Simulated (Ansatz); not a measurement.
**CH₆N₂O₂W: from a rough start to a minimum**

What shape does CH₆N₂O₂W take? The plan is to relax it, check the end point by its vibrations and derive ideal-gas thermochemistry.

Computed with Ansatz 0.2.0, Gaussian basis. Level: RKS PBE0-D4/def2-TZVP.

Plan: relaxation at PBE0-D4/def2-TZVP; harmonic vibrations at the same level.

1 further run of the same task is left out (set aside as unsound or not needed).

### Step 1. Starting geometry

SMILES `C[O][W](=[NH])(=[NH])[OH]`, 12 atoms, charge 0, spin multiplicity 1.

Atoms are counted from 1 here; the program's logs count them from 0.

Bond lengths: C1–O2 1.396 Å, C1–H7 1.102 Å, C1–H8 1.102 Å, C1–H9 1.099 Å, O2–W3 1.877 Å, W3–N4 1.792 Å, W3–N5 1.792 Å, W3–O6 1.906 Å, N4–H10 1.021 Å, N5–H11 1.021 Å, O6–H12 0.963 Å. Angles: O2–C1–H7 110.0°, O2–C1–H8 110.1°, O2–C1–H9 110.0°, H7–C1–H8 109.1°, H7–C1–H9 108.8°, H8–C1–H9 108.8°, C1–O2–W3 153.9°, O2–W3–N4 108.7°, O2–W3–N5 108.8°, O2–W3–O6 107.8°, N4–W3–N5 109.4°, N4–W3–O6 111.0°, N5–W3–O6 111.1°, W3–N4–H10 167.3°, W3–N5–H11 167.9°, W3–O6–H12 159.1°.

The start is a GFN2-xTB geometry. W takes the def2 core potential; no spin-orbit term is included.

### Step 2. Relaxation at PBE0-D4/def2-TZVP

The input, in.yaml:

```yaml
crystal:
  periodic: [false, false, false]
  atoms:
    - {symbol: C, position_ang: [-0.065100, -1.734880, 1.482180]}
    - {symbol: O, position_ang: [-0.138280, -0.458210, 0.922990]}
    - {symbol: W, position_ang: [-0.011230, 0.772960, -0.487470]}
    - {symbol: N, position_ang: [1.664830, 0.751720, -1.121340]}
    - {symbol: N, position_ang: [-1.144140, 0.281050, -1.785430]}
    - {symbol: O, position_ang: [-0.460290, 2.493110, 0.199640]}
    - {symbol: H, position_ang: [0.932820, -2.167280, 1.304460]}
    - {symbol: H, position_ang: [-0.827740, -2.389610, 1.031280]}
    - {symbol: H, position_ang: [-0.240590, -1.681320, 2.566250]}
    - {symbol: H, position_ang: [2.518450, 0.689810, -1.678690]}
    - {symbol: H, position_ang: [-1.612650, -0.000990, -2.647800]}
    - {symbol: H, position_ang: [-0.616080, 3.443620, 0.213930]}
basis:
  gaussian: {orbitals: def2-TZVP}
hamiltonian: {xc: pbe0, dispersion: d4}
relax: {f_tol: 0.005, max_steps: 150}
```

The run is started by

```bash
ansatz run in.yaml --threads 4 --pin off --events-out ev --progress --plain --max-ram 11315MiB
```

Further steps of the session: Force constants and modes.

Q: Predict the results of all the runs planned. Wanted: point group; shift from the start; total energy; dispersion term; dipole moment; lowest, highest wavenumber; zero-point energy.

**Answer**, as computed:

```
                  quantity            value
               point group               C1
                     steps               36
shift from the start (rms)          0.400 Å
              total energy   -10032.2274 eV
           dispersion term         -243 meV
             dipole moment           1.04 D
lowest, highest wavenumber    48, 3908 cm⁻¹
         zero-point energy    52.2 kcal/mol
       entropy at 298.15 K  400.6 J/(mol K)
```

**Reading.** The atoms moved 0.40 Å (rms) from the start; the bond that changed most is W3–N4, from 1.792 to 1.752 Å. All wavenumbers are real, so the end point is a minimum. The stiffest mode, 3908 cm⁻¹, is an O–H stretch, and 3 modes under 200 cm⁻¹ make the vibrational entropy uncertain. Harmonic hybrid wavenumbers usually lie a few per cent above measured fundamentals. The largest Mulliken charge, +1.31 e, sits on W3.
